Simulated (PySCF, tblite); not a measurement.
# C4H7FOSi: geometry, infrared bands and NMR shifts

Wanted: the infrared bands and NMR shifts of C4H7FOSi (`C=C1C[C@H]1O[SiH2]F`), by calculation.

Computed with tblite 0.8.0 and PySCF 2.14.0, with density-fitted response routines of our own, on a single molecule in the gas phase. Atoms count from 0, in the outputs and in this text.

## 1. The starting structure

14 atoms, charge 0, multiplicity 1; geometry from: force field or distance geometry start.

Bonds of the start (Å): C0–C1 1.32, C1–C2 1.39, C2–C3 1.56, C3–O4 1.44, O4–Si5 1.66, Si5–F6 1.60, C3–C1 1.42, C0–H7 1.09, C0–H8 1.08, C2–H9 1.08, C2–H10 1.09, C3–H11 1.09, Si5–H12 1.49, Si5–H13 1.49.

## 2. Optimising the geometry with GFN2-xTB

What the job is given:

```
{"job": {"kind": "relax", "xc": "GFN2-xTB", "basis": "xTB"}, "charge": 0, "multiplicity": 1}
C     -1.688300    -0.899900     0.940300
C     -1.212000    -0.024000     0.075300
C     -1.367800     1.219100    -0.528400
C     -0.159900     0.271300    -0.827800
O      1.111800     0.815800    -0.413700
Si     2.380200    -0.241400    -0.245400
F      2.502700    -1.112900    -1.585600
H     -2.614600    -0.691000     1.476200
H     -1.183800    -1.837400     1.141100
H     -1.206300     2.098600     0.079700
H     -2.146000     1.303700    -1.291100
H     -0.204100    -0.267400    -1.769300
H      2.135500    -1.146100     0.917100
H      3.651900     0.511000    -0.040400
```

Run with:

```bash
$ OMP_NUM_THREADS=1 python probes_run.py task.json out
```

The driver reads the jobs from task.json and runs them one after another.

**Question.** This job is followed by: GFN2-xTB harmonic vibrations, gas phase; GIAO PBE0/pcSseg-1 NMR shielding, non-relativistic, gas phase. Predict these results of the whole session: strongest single infrared mode (GFN2-xTB); zero-point energy (GFN2-xTB); 13C shifts against TMS (PBE0/pcSseg-1); 1H shifts against TMS (PBE0/pcSseg-1); 17O shifts against H2O (PBE0/pcSseg-1); 29Si shifts against TMS (PBE0/pcSseg-1); 19F shifts against CFCl3 (PBE0/pcSseg-1); surface potential, 1st and 99th percentile.

**Answer**, as computed:

| quantity | value |
| --- | --- |
| strongest single infrared mode (GFN2-xTB) | 2343 cm⁻¹, 237 km/mol |
| zero-point energy (GFN2-xTB) | 61.4 kcal/mol |
| 13C shifts against TMS (PBE0/pcSseg-1) | 142.8, 114.7, 50.7, 16.1 ppm |
| 1H shifts against TMS (PBE0/pcSseg-1) | 6.21, 5.98, 4.98, 4.55, 4.34, 1.49, 1.42 ppm |
| 17O shifts against H2O (PBE0/pcSseg-1) | 79.7 ppm |
| 29Si shifts against TMS (PBE0/pcSseg-1) | -28.4 ppm |
| 19F shifts against CFCl3 (PBE0/pcSseg-1) | -165.1 ppm |
| surface potential, 1st and 99th percentile | -1.12 V and 1.40 V |

What this shows: The optimisation took 76 steps and gained 0.506 eV; among the close pairs (by a distance rule), C1–C2 changed most, from 1.391 to 1.468 Å. All 36 modes are real, so the xTB geometry is a minimum. The strongest single mode, at 2343 cm⁻¹, moves mainly H12. Unscaled tight-binding wavenumbers are off by several per cent, some by more. Its intensities can rank the bands wrongly. C1 (fully substituted alkene carbon) lies farthest downfield among carbon, at 142.8 ppm; as expected for a trigonal carbon in a double bond. At PBE0/pcSseg-1: Shielding is most anisotropic at C1 (span 244 ppm, paramagnetic term -219 ppm). At PBE0/pcSseg-1, counted by nearest atom on the grid, the HOMO lies on C0, C1 about 24 % each; O4 19 %, the LUMO on C0, C1 about 27 % each; H7, H8 about 8 % each.
